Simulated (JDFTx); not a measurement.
Al:

```
CELL_PARAMETERS angstrom
2.81246 0.00000 0.00000
-1.40623 2.43566 0.00000
0.00000 0.00000 4.86685
ATOMIC_POSITIONS crystal
Al 0.33333 0.66667 0.25000
Al 0.66667 0.33333 0.75000
```

This isn't the form of Al at room conditions, which is fcc.

* Program: JDFTx 1.7.0 (patched build)
* Task: single point
* Functional: PBEsol
* Potentials or basis: PseudoDojo-SR-PBEsol-0.4.1-standard with smoothed tails
* Cutoff: 544 eV
* Density cutoff: 4354 eV
* k mesh: 11 × 11 × 6
* Occupations: fermi-dirac, width 0.05 eV
* Spin: no spin polarisation

On this cell: pressure -1.5 GPa; largest force under 0.003 eV/Å; band gap on the k mesh none (metal or under the smearing width).

The same run follows on a disturbed copy (atoms moved at random, drawn with an rms of 0.05 Å):

```
CELL_PARAMETERS angstrom
2.81246 0.00000 0.00000
-1.40623 2.43566 0.00000
0.00000 0.00000 4.86685
ATOMIC_POSITIONS crystal
Al 0.31442 0.64697 0.24540
Al 0.66979 0.33912 0.75318
```

Q: What does the disturbed cell give?

A: The energy (extrapolated to zero smearing) moves by +2.1 meV/atom; pressure -1.4 GPa; largest force 0.135 eV/Å; band gap on the k mesh none (metal or under the smearing width).

Forces on the atoms (eV/Å):
```
Al   0.024  0.046  0.125
Al  -0.024 -0.046 -0.125
```

Stress tensor (GPa, compression positive):
```
 0.21  0.02  0.03
 0.02  0.12  0.07
 0.03  0.07 -4.43
```

Caveats: the empty levels aren't tightly converged.
